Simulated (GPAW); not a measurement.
# Ti3S2 (R32) in GPAW: notebook, part 2 of 2

GPAW 26.7.0. Earlier steps stand in the parts before.

**4. Single point, TB-mBJ**

run.py

```python
from ase import Atoms
from ase.dft.bandgap import bandgap
from ase.io import write
from gpaw import GPAW, PW

atoms = Atoms(['Ti', 'Ti', 'Ti', 'S', 'S'],
              cell=[[2.7131139241, 1.5664170544, 3.2376184047],
                    [-2.7131139241, 1.5664170544, 3.2376184047],
                    [0.0, -3.1328341088, 3.2376184047]],
              scaled_positions=[[0.0, 0.335655, 0.664345],
                                [0.664345, 0.0, 0.335655],
                                [0.335655, 0.664345, 0.0],
                                [0.167839, 0.167839, 0.167839],
                                [0.832161, 0.832161, 0.832161]],
              pbc=True)

calc = GPAW(mode=PW(600),
            xc='TB09',
            kpts={'size': (6, 6, 6), 'gamma': True},
            occupations={'name': 'fermi-dirac', 'width': 0.05},
            nbands=44,
            convergence={'density': 1e-05, 'energy': 1e-05},
            eigensolver='cg',
            maxiter=150,
            txt='gpaw.txt')
atoms.calc = calc
energy = atoms.get_potential_energy()
calc.write('gs.gpw')
write('result.traj', atoms)
print('Fermi level:', round(calc.get_fermi_level(), 4), 'eV')
print(f'Gap: {bandgap(calc)[0]:.4f} eV, direct: {bandgap(calc, direct=True)[0]:.4f} eV')
```

Potentials or basis: GPAW PAW data sets for LDA (gpaw-data 1.2.1), pw.

Command:

```console
> OMP_NUM_THREADS=1 python run.py
```

gpaw.txt:

```text
___ ___ ___ _ _ _
 |   |   |_  | | | |
 | | | | | . | | | |
 |__ |  _|___|_____|  26.7.0
 |___|_|

Input parameters:
  convergence: {density: 1e-05,
                energy: 1e-05}
  eigensolver: cg
  kpts: {gamma: True,
         size: (6, 6, 6)}
  maxiter: 150
  mode: {ecut: 600.0,
         name: pw}
  nbands: 44
  occupations: {name: fermi-dirac,
                width: 0.05}
  xc: TB09

System changes: positions, numbers, cell, pbc, initial_charges, initial_magmoms

Initialize ...

species:
  Ti:
    name:    Titanium
    Z:       22.0
    valence: 12
    core:    10
    charge:  0.0  # [|e|]
    compensation charges:
      type: gauss
      rc: 0.38  # [Å]
      lmax: 2
    cutoffs:
      filter: 2.23  # [Å]
      core: 1.02  # [Å]
    projectors
    | kind |    occ | energy [eV] | rcut [Å] |
    |------|--------|-------------|----------|
    |   3s |  2.000 |     -62.257 |    1.270 |
    |   4s |  2.000 |      -4.593 |    1.270 |
    |   3p |  6.000 |     -38.791 |    1.058 |
    |   4p |  0.000 |      -1.536 |    1.058 |
    |   3d |  2.000 |      -4.463 |    1.058 |
    |    d |        |      22.748 |    1.058 |

    Using partial waves for Ti as LCAO basis

  S:
    name:    Sulfur
    Z:       16.0
    valence: 6
    core:    10
    charge:  0.0  # [|e|]
    compensation charges:
      type: gauss
      rc: 0.24  # [Å]
      lmax: 2
    cutoffs:
      filter: 1.77  # [Å]
      core: 1.66  # [Å]
    projectors
    | kind |    occ | energy [eV] | rcut [Å] |
    |------|--------|-------------|----------|
    |   3s |  2.000 |     -17.278 |    0.974 |
    |   3p |  4.000 |      -7.106 |    0.979 |
    |    s |        |       9.933 |    0.974 |
    |    p |        |      20.105 |    0.979 |
    |    d |        |       0.000 |    0.900 |

    Using partial waves for S as LCAO basis

Reference energy: -91171.015065  # eV

Spin-paired calculation

Convergence criteria:
 Maximum [total energy] change in last 3 cyles: 1e-05 eV / valence electron
 Maximum integral of absolute [dens]ity change: 1e-05 electrons / valence electron
 Maximum integral of absolute [eigenst]ate change: 4e-08 eV^2 / valence electron
 Maximum number of scf [iter]ations: 150
 (Square brackets indicate name in SCF output, whereas a 'c' in
 the SCF output indicates the quantity has converged.)

Symmetries present (total): 6

  ( 1  0  0)  ( 0  1  0)  ( 0  0  1)  ( 0  0 -1)  ( 0 -1  0)  (-1  0  0)
  ( 0  1  0)  ( 0  0  1)  ( 1  0  0)  ( 0 -1  0)  (-1  0  0)  ( 0  0 -1)
  ( 0  0  1)  ( 1  0  0)  ( 0  1  0)  (-1  0  0)  ( 0  0 -1)  ( 0 -1  0)

216 k-points: 6 x 6 x 6 Monkhorst-Pack grid + [1/12,1/12,1/12]
32 k-points in the irreducible part of the Brillouin zone
       k-points in crystal coordinates                weights
   0:     0.00000000    0.00000000    0.00000000          1/216
   1:     0.16666667    0.00000000   -0.16666667          6/216
   2:     0.16666667    0.00000000    0.00000000          6/216
   3:     0.16666667    0.16666667   -0.16666667          6/216
   4:     0.16666667    0.16666667    0.00000000          6/216
   5:     0.16666667    0.16666667    0.16666667          2/216
   6:     0.33333333   -0.16666667   -0.16666667          6/216
   7:     0.33333333    0.00000000   -0.33333333          6/216
   8:     0.33333333    0.00000000   -0.16666667         12/216
   9:     0.33333333    0.00000000    0.00000000          6/216
          ...
  31:     0.50000000    0.50000000    0.50000000          1/216

Wave functions: Plane wave expansion
  Cutoff energy: 600.000 eV
  Number of coefficients (min, max): 2728, 2775
  Pulay-stress correction: 0.000000 eV/Ang^3 (de/decut=0.000000)
  Using FFTW library
  ScaLapack parameters: grid=1x1, blocksize=None
  Wavefunction extrapolation:
    Improved wavefunction reuse through dual PAW basis

Occupation numbers: Fermi-Dirac:
  width: 0.0500  # eV

Eigensolver
   CG(niter=4, rtol=3.0e-01)

Densities:
  Coarse grid: 27*27*27 grid
  Fine grid: 54*54*54 grid
  Total Charge: 0.000000

Density mixing:
  Method: separate
  Backend: msr1
  Linear mixing parameter: 0.05
  old densities: 10
  Width of damping distribution: 1.1
  Damping of long wavelength oscillations: 20

Hamiltonian:
  XC and Coulomb potentials evaluated on a 54*54*54 grid
  Using the TB09 Exchange-Correlation functional
  External potential:
    NoExternalPotential

XC parameters: TB09 with 2 nearest neighbor stencil

Number of atoms: 5
Number of atomic orbitals: 47
Number of bands in calculation: 44
Number of valence electrons: 48
Bands to converge: occupied

... initialized

Initializing position-dependent things.

Density initialized from atomic densities
Creating initial wave functions:
  44 bands from LCAO basis set

          S

         Ti
       Ti     Ti

          S

Atomic positions and initial magnetic moments

Positions:
   0 Ti    -0.910670   -1.555507    3.237618    ( 0.0000,  0.0000,  0.0000)
   1 Ti     1.802444   -0.010910    3.237618    ( 0.0000,  0.0000,  0.0000)
   2 Ti    -0.891773    1.566417    3.237618    ( 0.0000,  0.0000,  0.0000)
   3 S      0.000000   -0.000000    1.630196    ( 0.0000,  0.0000,  0.0000)
   4 S     -0.000000   -0.000000    8.082659    ( 0.0000,  0.0000,  0.0000)

Unit cell:
           periodic     x           y           z      points  spacing
  1. axis:    yes    2.713114    1.566417    3.237618    27     0.1567
  2. axis:    yes   -2.713114    1.566417    3.237618    27     0.1567
  3. axis:    yes    0.000000   -3.132834    3.237618    27     0.1567

  Lengths:   4.505199   4.505199   4.505199
  Angles:   74.057886  74.057886  74.057886

Effective grid spacing dv^(1/3) = 0.1613

iter:   1  4577.866983
iter:   2  4583.047980   +2.06  -1.18
iter:   3  4583.551348   +0.83  -1.30
iter:   4  4583.332650   -0.21  -1.39
iter:   5  4584.323508   -1.31  -1.38
iter:   6  4585.261473   -1.68  -1.48
iter:   7  4586.754988   -1.94  -1.58
iter:   8  4589.201228   -2.02  -1.76
iter:   9  4592.467363   -1.49  -2.02
iter:  10  4592.125118   -2.38  -2.39
iter:  11  4592.704155   -2.34  -2.49
[... 5 lines left out ...]
iter:  17  4591.894315   -4.79  -3.29
iter:  18  4591.869482   -5.45  -3.37
iter:  19  4591.879109   -4.87  -3.47
iter:  20  4591.826728   -4.98  -3.52
iter:  21  4591.829087   -5.32  -3.96
iter:  22  4591.817083   -5.51  -3.92
iter:  23  4591.825361   -5.73  -4.19
iter:  24  4591.817724   -5.87  -4.07
iter:  25  4591.819546   -6.16  -4.78
iter:  26  4591.818005   -6.76  -4.70
iter:  27  4591.817651   -7.26  -5.28c
iter:  28  4591.817250   -7.97c -5.20c
iter:  29  4591.817092   -8.37c -5.73c
iter:  30  4591.816942c  -9.04c -5.89c

Converged after 30 iterations.

Dipole moment: (0.000000, 0.000000, 0.000000) |e|*Ang

Energy contributions relative to reference atoms: (reference = -91171.015065)

Kinetic:        +42.804907
Potential:      -33.007343
External:        +0.000000
XC:            +4585.859418
Entropy (-ST):   -0.017649
Local:           -3.831216
SIC:             +0.000000
--------------------------
Free energy:   +4591.808118
Extrapolated:  +4591.816942

Showing only first 2 kpts
 Kpt  Band  Eigenvalues  Occupancy
  0    22      8.77036    0.99207
  0    23      8.77056    0.99006
  0    24      9.32893    0.00003
  0    25      9.32928    0.00003

  1    22      8.37731    1.99922
  1    23      8.47323    1.99468
  1    24      9.12681    0.00158
  1    25      9.56985    0.00000

Fermi level: 8.76957

No gap
No difference between direct/indirect transitions
Writing to gs.gpw (mode='')
```

Wall time 4.5 min (1 thread of Arm Neoverse V2, shared host); peak memory 0.37 GiB.

What came out:

```yaml
Band_gap_on_the_k_mesh: none (metal or under the smearing width)
```

Levels at points of the mesh, in eV from the Fermi level:
```tsv
k point	band 20	band 21	band 22	band 23	band 24	band 25	band 26	band 27	band 28	band 29
(0.00, 0.00, 0.00)	-4.08	-2.08	-1.32	0.00	0.00	0.56	0.56	1.78	1.78	1.86
(0.50, 0.00, 0.00)	-3.46	-0.92	-0.88	-0.69	-0.46	-0.11	0.81	1.30	1.49	1.72
(0.50, 0.50, 0.00)	-3.57	-1.51	-0.93	-0.70	-0.23	0.09	0.71	1.38	1.44	1.45
(0.50, 0.50, 0.50)	-4.24	-0.72	-0.21	-0.21	-0.03	0.25	0.25	0.84	0.84	1.78
```

Caveat: a model potential gives levels but no total energy.
